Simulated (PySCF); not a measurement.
# SiHBr (SMILES [SiH]Br) at FCI/STO-3G

Aim: the vertical ionisation energy of SiHBr at FCI/STO-3G, from 2 runs. Input form: a Python script.

The calculation is run with PySCF 2.14.0.

6 further runs of the same task are left out: 6 set aside as unsound or not needed.

### 1 The system as given

SiHBr has 3 atoms, charge 0, and is taken as a singlet. As SMILES, `[SiH]Br`. The shape is that of a PBE0-D4/def2-TZVP optimisation.

Bond lengths: Si1–Br2 2.245 Å, Si1–H3 1.527 Å. Angles: Br2–Si1–H3 94.0°.

### 2 A single-point energy at FCI/STO-3G

The input, input.xyz:

```xyz
3

Si    -0.624700     0.521900    -0.296100
Br     1.340900     0.401500     0.781400
H     -0.727100    -0.988300    -0.498600
```

The input, run.py:

```python
# [SiH]Br
from pyscf import gto, scf, mcscf
from pyscf import fci

mol = gto.M(
    atom='input.xyz',
    max_memory=1860,
    verbose=4,
    basis='sto-3g',
)

calc0 = scf.RHF(mol)
calc0.conv_tol = 1e-10
calc0.kernel()
if not calc0.converged:
    calc0 = calc0.newton().run(calc0.mo_coeff, calc0.mo_occ)

cas = mcscf.CASCI(calc0, calc0.mo_coeff.shape[-1] - 14, (mol.nelec[0] - 14, mol.nelec[1] - 14))  # full CI above the frozen core
cas.fcisolver = fci.direct_spin0.FCI(mol)  # even spin states alone
cas.kernel()
print('<S^2> = %.4f' % cas.fcisolver.spin_square(cas.ci, cas.ncas, cas.nelecas)[0])
e_final = cas.e_tot
print(f'total energy: {e_final:.8f} hartree')
```

Run with:

```sh
OMP_NUM_THREADS=1 python run.py
```

Standard output:

```text
PySCF version 2.14.0

[INPUT] num. atoms = 3
[INPUT] num. electrons = 50
[INPUT] charge = 0
[INPUT] spin (= nelec alpha-beta = 2S) = 0
[INPUT] symmetry False subgroup None
[INPUT] Mole.unit = angstrom
[INPUT] Symbol           X                Y                Z      unit          X                Y                Z       unit  Magmom
[INPUT]  1 Si    -0.624700000000   0.521900000000  -0.296100000000 AA   -1.180511910016   0.986248064411  -0.559547905484 Bohr   0.0
[INPUT]  2 Br     1.340900000000   0.401500000000   0.781400000000 AA    2.533933760429   0.758725039013   1.476631993735 Bohr   0.0
[INPUT]  3 H     -0.727100000000  -0.988300000000  -0.498600000000 AA   -1.374019865171  -1.867616328908  -0.942217445708 Bohr   0.0

nuclear repulsion = 126.973584231117
number of shells = 14
number of NR pGTOs = 84
number of NR cGTOs = 28
basis = sto-3g
ecp = {}

******** <class 'pyscf.scf.hf.RHF'> ********
method = RHF
initial guess = minao
damping factor = 0
level_shift factor = 0
DIIS = <class 'pyscf.scf.diis.CDIIS'>
diis_start_cycle = 1
diis_space = 8
diis_damp = 0
SCF conv_tol = 1e-10
SCF conv_tol_grad = None
SCF max_cycles = 50
direct_scf = True
direct_scf_tol = 1e-13
Set gradient conv threshold to 1e-05
Initial guess from minao.
init E= -2826.68869467144
  HOMO = -0.279951210512061  LUMO = -0.0395279388251696  gap/eV = 6.54225
cycle= 1 E= -2830.77122968569  delta_E= -4.08  |g|= 0.27  |ddm|= 2.04
  HOMO = -0.204390652169522  LUMO = 0.121492612262677  gap/eV = 8.86774
cycle= 2 E= -2830.8297679557  delta_E= -0.0585  |g|= 0.0487  |ddm|= 0.949
  HOMO = -0.240137757366115  LUMO = 0.182402449883751  gap/eV = 11.49790
cycle= 3 E= -2830.83120389765  delta_E= -0.00144  |g|= 0.0139  |ddm|= 0.111
  HOMO = -0.243358700771211  LUMO = 0.182010544461269  gap/eV = 11.57489
cycle= 4 E= -2830.83144214234  delta_E= -0.000238  |g|= 0.00394  |ddm|= 0.0621
  HOMO = -0.243378576604627  LUMO = 0.182050205741738  gap/eV = 11.57651
cycle= 5 E= -2830.83146752493  delta_E= -2.54e-05  |g|= 0.000762  |ddm|= 0.0222
  HOMO = -0.243351075196798  LUMO = 0.182197782788907  gap/eV = 11.57977
cycle= 6 E= -2830.83146840204  delta_E= -8.77e-07  |g|= 0.000136  |ddm|= 0.00389
  HOMO = -0.243336604952189  LUMO = 0.182191738274272  gap/eV = 11.57922
cycle= 7 E= -2830.83146842936  delta_E= -2.73e-08  |g|= 2.19e-05  |ddm|= 0.000717
  HOMO = -0.243337734955442  LUMO = 0.182193682096362  gap/eV = 11.57930
cycle= 8 E= -2830.83146842984  delta_E= -4.88e-10  |g|= 2.68e-06  |ddm|= 8.25e-05
  HOMO = -0.24333692183703  LUMO = 0.182193732986021  gap/eV = 11.57928
cycle= 9 E= -2830.83146842985  delta_E= -1.05e-11  |g|= 3.61e-07  |ddm|= 1.3e-05
  HOMO = -0.243337013726255  LUMO = 0.182193724055904  gap/eV = 11.57928
Extra cycle  E= -2830.83146842985  delta_E= 4.55e-12  |g|= 1.29e-07  |ddm|= 1.11e-06
converged SCF energy = -2830.83146842985

******** <class 'pyscf.mcscf.casci.CASCI'> ********
CAS (11e+11e, 14o), ncore = 14, nvir = 0
natorb = False
canonicalization = True
sorting_mo_energy = False
******** <class 'pyscf.fci.direct_spin0.FCISolver'> ********
max. cycles = 100
conv_tol = 1e-10
davidson only = False
linear dependence = 1e-14
level shift = 0.001
max iter space = 12
nroots = 1
pspace_size = 400
spin = None
Density matrix diagonal elements [1.99999446 1.99999871 1.99999913 1.99999992 1.99999987 1.99708351
 1.97581569 1.97471084 1.98467321 1.98448945 1.95818369 0.05513696
 0.03427165 0.03564291]
CASCI converged
CASCI E = -2830.88585591371  E(CI) = -174.888903855852  S^2 = 0.0000000
<S^2> = 0.0000
total energy: -2830.88585591 hartree
```

It took 3.6 s on 1 thread of Arm Neoverse V1, shared host; peak memory 0.15 GiB.

### 3 The doublet cation, same level

The input, job.py:

```python
from pyscf import gto, mcscf

molecule = gto.Mole()
molecule.atom = '''
Si    -1.180512     0.986248    -0.559548
Br     2.533934     0.758725     1.476632
H     -1.374020    -1.867616    -0.942217
'''
molecule.verbose = 3
molecule.max_memory = 1860
molecule.spin = 1
molecule.basis = 'sto-3g'
molecule.unit = 'bohr'
molecule.charge = 1
molecule.build()

calc0 = molecule.ROHF()
calc0.conv_tol = 1e-10
calc0.kernel()
if not calc0.converged:
    calc0 = calc0.newton().run(calc0.mo_coeff, calc0.mo_occ)

cas = mcscf.CASCI(calc0, calc0.mo_coeff.shape[-1] - 14, (molecule.nelec[0] - 14, molecule.nelec[1] - 14))  # full CI above the frozen core
cas.fix_spin_(ss=0.75)
cas.kernel()
energy = cas.e_tot
print('E = %.10f Eh' % energy)
```

Run with:

```sh
OMP_NUM_THREADS=1 python job.py
```

Standard output:

```text
SCF not converged.
SCF energy = -2830.59000035186
converged SCF energy = -2830.59641816376
CASCI E = -2830.66955058553  E(CI) = -174.658046605855  S^2 = 0.7500000
E = -2830.6695505855 Eh
```

It took 19 s on 1 thread of Arm Neoverse V1, shared host; peak memory 0.2 GiB.

### 4 Outcome

Level: FCI/STO-3G, 14 core orbitals frozen.

```
                                                    quantity           value
                                 singlet SiHBr: total energy  -2830.88586 Eh
         singlet SiHBr: dipole moment (Hartree–Fock density)          2.52 D
          singlet SiHBr: HOMO energy (Hartree–Fock orbitals)        -6.62 eV
          singlet SiHBr: LUMO energy (Hartree–Fock orbitals)         4.96 eV
        singlet SiHBr: HOMO–LUMO gap (Hartree–Fock orbitals)        11.58 eV
 singlet SiHBr: correlation energy (14 core orbitals frozen)       -54.4 mEh
                                doublet cation: total energy  -2830.66955 Eh
doublet cation: correlation energy (14 core orbitals frozen)       -73.1 mEh
          vertical ionisation energy (to the doublet cation)        5.886 eV
```

**Reading.** The vertical ionisation energy comes to 5.89 eV (568 kJ/mol). In a minimal basis such a difference can be off by several eV, whatever the method. Mulliken charges (singlet SiHBr) of the mean-field density run from -0.32 on Br2 to +0.52 on Si1. Mulliken charges (doublet cation) of the mean-field density run from +0.01 on H3 to +0.92 on Si1.
